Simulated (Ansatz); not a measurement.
# H4OSiSn (SMILES [O]1[SiH2][SnH2]1): single points off equilibrium

The atoms stand at a structure displaced at random from a GFN2-xTB minimum. How far do the functionals agree with CCSD(T) there?

Program: Ansatz 0.2.0, Gaussian basis. Level of theory: single points in def2-TZVPP. These are calculated values, not measurements.

Correlated methods freeze the cores. Filled d shells of the heavier atoms are correlated. Core potentials replace the inner electrons past krypton, and spin-orbit coupling is left out.

## 1. Starting geometry

7 atoms, charge 0, spin multiplicity 1.

Atoms are counted from 1 here; the program's logs count them from 0.

Bond lengths: O1–Si2 1.539 Å, Si2–H4 1.344 Å, Sn3–H6 1.878 Å, Sn3–H7 1.975 Å. Angles: O1–Si2–H4 139.6°, H6–Sn3–H7 95.4°.

As a file:

```xyz
7
H4OSiSn
O    -0.18480    1.05650   -0.92240
Si   -0.74700   -0.37490   -0.96870
Sn    0.97690    1.52840    1.25900
H    -1.83370   -1.06140   -0.57630
H     0.39030   -1.64340   -1.73050
H    -0.40600    0.50660    2.01380
H     2.19360    0.00240    0.95930
```

## 2. CCSD(T)/def2-TZVPP

run/in.yaml reads:

```yaml
crystal:
  periodic: [false, false, false]
  atoms:
    - {symbol: O, position_ang: [-0.184800, 1.056500, -0.922400]}
    - {symbol: Si, position_ang: [-0.747000, -0.374900, -0.968700]}
    - {symbol: Sn, position_ang: [0.976900, 1.528400, 1.259000]}
    - {symbol: H, position_ang: [-1.833700, -1.061400, -0.576300]}
    - {symbol: H, position_ang: [0.390300, -1.643400, -1.730500]}
    - {symbol: H, position_ang: [-0.406000, 0.506600, 2.013800]}
    - {symbol: H, position_ang: [2.193600, 0.002400, 0.959300]}
basis:
  gaussian: {orbitals: def2-TZVPP}
correlation: {method: ccsd_t}
output: {forces: true}
```

The command line of these runs was not kept.

## 3. PBE0-D4/def2-TZVPP

Edit run/in.yaml of step 2 so:

```diff
@@ -12,3 +12,3 @@
   gaussian: {orbitals: def2-TZVPP}
-correlation: {method: ccsd_t}
-output: {forces: true}
+hamiltonian: {xc: pbe0, dispersion: d4}
+output: {forces: true, orbitals: {seedname: orbitals}}
```

## 4. wB97M-V/def2-TZVPP

Edit run/in.yaml of step 3 so:

```diff
@@ -12,3 +12,3 @@
   gaussian: {orbitals: def2-TZVPP}
-hamiltonian: {xc: pbe0, dispersion: d4}
-output: {forces: true, orbitals: {seedname: orbitals}}
+hamiltonian: {xc: {name: wB97M-V}}
+output: {forces: true}
```

## 5. r2SCAN-D4/def2-TZVPP

Edit run/in.yaml of step 4 so:

```diff
@@ -12,3 +12,3 @@
   gaussian: {orbitals: def2-TZVPP}
-hamiltonian: {xc: {name: wB97M-V}}
+hamiltonian: {xc: r2scan, dispersion: d4}
 output: {forces: true}
```

## 6. PBE-D4/def2-TZVPP

Edit run/in.yaml of step 5 so:

```diff
@@ -12,3 +12,3 @@
   gaussian: {orbitals: def2-TZVPP}
-hamiltonian: {xc: r2scan, dispersion: d4}
+hamiltonian: {xc: pbe, dispersion: d4}
 output: {forces: true}
```

## 7. r2SCANh-D4/def2-TZVPP

Edit run/in.yaml of step 6 so:

```diff
@@ -12,3 +12,3 @@
   gaussian: {orbitals: def2-TZVPP}
-hamiltonian: {xc: pbe, dispersion: d4}
+hamiltonian: {xc: {name: r2SCANh}, dispersion: d4}
 output: {forces: true}
```

## 8. SPW92/def2-TZVPP

Edit run/in.yaml of step 7 so:

```diff
@@ -12,3 +12,3 @@
   gaussian: {orbitals: def2-TZVPP}
-hamiltonian: {xc: {name: r2SCANh}, dispersion: d4}
+hamiltonian: {xc: lda}
 output: {forces: true}
```

(Steps that only read results are left out.)

What does the calculation give? Wanted: energy less free atoms, CCSD(T)/def2-TZVPP; RMS force component; RMS force error; HOMO and LUMO, PBE0-D4; T1 diagnostic.

As calculated:

| quantity | value |
| --- | --- |
| energy less free atoms, CCSD(T)/def2-TZVPP | -17.690 eV |
| RMS force component | 1.744 to 1.811 eV/Å over the methods |
| RMS force error | PBE0-D4 0.124, wB97M-V 0.126, r2SCAN-D4 0.094, PBE-D4 0.269, r2SCANh-D4 0.110, SPW92 0.216 eV/Å |
| HOMO and LUMO, PBE0-D4 | -6.18 and -2.89 eV |
| T1 diagnostic | 0.020 |

**Reading.** Against CCSD(T) the functionals' energies less atoms differ by -3.530 to -0.098 eV, PBE-D4 by -0.824 eV. CCSD(T) in triple zeta still lacks some correlation energy of the bonds, so part of these gaps is its own basis error and they don't rank the functionals. For forces r2SCAN-D4 does best and PBE-D4 worst. Frozen-core CCSD(T) forces in triple zeta carry basis errors of their own, and this is one geometry, so small gaps rank nothing.
